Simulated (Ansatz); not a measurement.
# TiO2: the cost of one run

Method: DFT PBE, scalar-relativistic, plane waves, PAW, in Ansatz 0.2.0.

### Step 1. The system as given

It takes space group P4_2/mnm (No. 136, tetragonal). Conventional cell: a = 4.592 Å, b = 4.592 Å, c = 2.957 Å, α = 90.00°, β = 90.00°, γ = 90.00°. Ti (site symmetry mmm) has 6 O at 1.95 to 1.98 Å as nearest neighbours. Around O (site symmetry m2m) lie 3 Ti at 1.95 to 1.98 Å.

Structure file:

```
CELL_PARAMETERS angstrom
4.59220 0.00000 0.00000
0.00000 4.59220 0.00000
0.00000 0.00000 2.95740
ATOMIC_POSITIONS crystal
Ti 0.00000 0.00000 0.00000
Ti 0.50000 0.50000 0.50000
O 0.30496 0.30496 0.00000
O 0.19504 0.80496 0.50000
O 0.69504 0.69504 0.00000
O 0.80496 0.19504 0.50000
```

The structure rests on an entry of the Crystallography Open Database; cell or positions may have been set otherwise for this series.

### Step 2. Relaxing cell and atoms: TiO2, no spin

Contents of input.yaml:

```yaml
crystal:
  lattice:
    - [4.5922, 0.0, 0.0]
    - [0.0, 4.5922, 0.0]
    - [0.0, 0.0, 2.9574]
  atoms:
    - { symbol: Ti, position: [0.0, 0.0, 0.0] }
    - { symbol: Ti, position: [0.5, 0.5, 0.5] }
    - { symbol: O, position: [0.30496, 0.30496, 0.0] }
    - { symbol: O, position: [0.19504, 0.80496, 0.5] }
    - { symbol: O, position: [0.69504, 0.69504, 0.0] }
    - { symbol: O, position: [0.80496, 0.19504, 0.5] }
scf:
  occupations: { method: gaussian, width: 0.02 }
output:
  forces: true
  stress: true
  eigenvalues: true
kpoints:
  mp_grid: { grid: [12, 12, 18] }
hamiltonian:
  xc: pbe
relax:
  f_tol: 0.005
  adjacent_minimum: "off"
  cell: { stress_tol: 0.02 }
```

Launch:

```sh
> ansatz run input.yaml --threads 4 --pin off --max-ram 14336MiB --backend cpu --events-out ev --progress --plain --runs-dir out
```

Q: Estimate wall time and peak memory on 4 threads of Intel Xeon Platinum 8488C (Sapphire Rapids), shared host.

About 40 s, with a peak of 0.76 GiB.
